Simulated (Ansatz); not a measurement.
# ClH10NSi3: the cost of one run

Program: Ansatz 0.2.0, Gaussian basis. Level of theory: PBE0-D4/def2-SVP. These are calculated values, not measurements.

22 further runs of the same task are left out: 22 set aside as unsound or not needed.

**1. The starting structure**

The first end: 15 atoms, charge 0, spin multiplicity 1.

Atoms are counted from 1 here; the program's logs count them from 0.

Bond lengths: Si1–Cl2 2.299 Å, Si1–N4 1.928 Å, Si1–H7 1.550 Å, Si1–H8 1.482 Å, Si1–H9 1.483 Å, H3–N4 1.024 Å, N4–Si5 1.807 Å, N4–Si6 1.807 Å, Si5–H10 1.477 Å, Si5–H11 1.483 Å, Si5–H12 1.475 Å, Si6–H13 1.476 Å, Si6–H14 1.477 Å, Si6–H15 1.486 Å. Angles: Cl2–Si1–N4 83.1°, Cl2–Si1–H7 166.6°, Cl2–Si1–H8 89.2°, Cl2–Si1–H9 90.6°, N4–Si1–H7 83.7°, N4–Si1–H8 120.8°, N4–Si1–H9 114.7°, H7–Si1–H8 95.9°, H7–Si1–H9 96.8°, H8–Si1–H9 124.0°, Si1–N4–H3 104.7°, Si1–N4–Si5 109.0°, Si1–N4–Si6 106.7°, H3–N4–Si5 108.1°, H3–N4–Si6 113.7°, Si5–N4–Si6 114.2°, N4–Si5–H10 105.9°, N4–Si5–H11 106.8° and more.

As a file:

```xyz
15

Si    0.1864   -1.2866   -1.0107
Cl    1.3414   -0.1283   -2.6260
H     0.1908    1.1152   -0.9809
N     0.0135    0.4604   -0.2132
Si    1.3162    0.6769    1.0197
Si   -1.6621    0.5624    0.4558
H    -0.6714   -1.7363    0.1997
H    -0.7655   -1.7440   -2.0501
H     1.4194   -2.0205   -0.6347
H     1.2523   -0.5142    1.8910
H     0.9846    1.9039    1.7843
H     2.5949    0.8089    0.2970
H    -2.5884   -0.1470   -0.4478
H    -1.6416    0.0337    1.8348
H    -1.9705    2.0154    0.4811
```

The second end:

| atom | x (Å) | y (Å) | z (Å) |
| --- | --- | --- | --- |
| Si1 | 0.0528 | -1.6900 | -0.5284 |
| Cl2 | 0.7015 | 1.5342 | -2.6825 |
| H3 | 0.4142 | 0.9051 | -1.5782 |
| N4 | -0.0260 | -0.0571 | 0.1003 |
| Si5 | 1.3148 | 0.5211 | 1.0677 |
| Si6 | -1.6065 | 0.6466 | 0.3735 |
| H7 | -0.7351 | -2.6248 | 0.3172 |
| H8 | -0.4763 | -1.7236 | -1.9127 |
| H9 | 1.4819 | -2.0948 | -0.5091 |
| H10 | 1.5941 | -0.4044 | 2.1971 |
| H11 | 0.9221 | 1.8490 | 1.6055 |
| H12 | 2.5294 | 0.6412 | 0.2261 |
| H13 | -2.5735 | -0.1244 | -0.4496 |
| H14 | -1.9922 | 0.5494 | 1.8059 |
| H15 | -1.6013 | 2.0724 | -0.0328 |

**2. The band at PBE0-D4/def2-SVP**

Contents of neb/in.yaml:

```yaml
crystal:
  periodic: [false, false, false]
  atoms:
    - {symbol: Si, position_ang: [0.186431, -1.286617, -1.010695]}
    - {symbol: Cl, position_ang: [1.341383, -0.128304, -2.625958]}
    - {symbol: H, position_ang: [0.190802, 1.115162, -0.980942]}
    - {symbol: N, position_ang: [0.013458, 0.460441, -0.213166]}
    - {symbol: Si, position_ang: [1.316169, 0.676895, 1.019707]}
    - {symbol: Si, position_ang: [-1.662135, 0.562390, 0.455780]}
    - {symbol: H, position_ang: [-0.671444, -1.736305, 0.199707]}
    - {symbol: H, position_ang: [-0.765516, -1.743955, -2.050111]}
    - {symbol: H, position_ang: [1.419444, -2.020469, -0.634685]}
    - {symbol: H, position_ang: [1.252308, -0.514196, 1.890986]}
    - {symbol: H, position_ang: [0.984590, 1.903945, 1.784288]}
    - {symbol: H, position_ang: [2.594888, 0.808878, 0.296954]}
    - {symbol: H, position_ang: [-2.588367, -0.146964, -0.447757]}
    - {symbol: H, position_ang: [-1.641594, 0.033724, 1.834807]}
    - {symbol: H, position_ang: [-1.970517, 2.015374, 0.481084]}
basis:
  gaussian: {orbitals: def2-SVP}
hamiltonian: {xc: pbe0, dispersion: d4}
neb:
  images: 5
  climbing: true
  max_iterations: 40
  initial_path: idpp
  final_atoms:
    - {symbol: Si, position_ang: [0.052802, -1.690002, -0.528381]}
    - {symbol: Cl, position_ang: [0.701458, 1.534191, -2.682513]}
    - {symbol: H, position_ang: [0.414160, 0.905128, -1.578156]}
    - {symbol: N, position_ang: [-0.025983, -0.057058, 0.100274]}
    - {symbol: Si, position_ang: [1.314807, 0.521059, 1.067657]}
    - {symbol: Si, position_ang: [-1.606546, 0.646625, 0.373507]}
    - {symbol: H, position_ang: [-0.735060, -2.624830, 0.317216]}
    - {symbol: H, position_ang: [-0.476282, -1.723560, -1.912712]}
    - {symbol: H, position_ang: [1.481894, -2.094821, -0.509093]}
    - {symbol: H, position_ang: [1.594075, -0.404382, 2.197127]}
    - {symbol: H, position_ang: [0.922089, 1.849017, 1.605478]}
    - {symbol: H, position_ang: [2.529428, 0.641229, 0.226063]}
    - {symbol: H, position_ang: [-2.573465, -0.124357, -0.449576]}
    - {symbol: H, position_ang: [-1.992228, 0.549398, 1.805946]}
    - {symbol: H, position_ang: [-1.601250, 2.072363, -0.032838]}
```

Command:

```bash
$ ansatz run in.yaml --threads 4 --pin off --events-out ev --progress --plain --max-ram 46080MiB --backend cpu
```

**Question.** How long does this run take on 4 threads of AMD EPYC 7R13, shared host?

About 5.9 min.
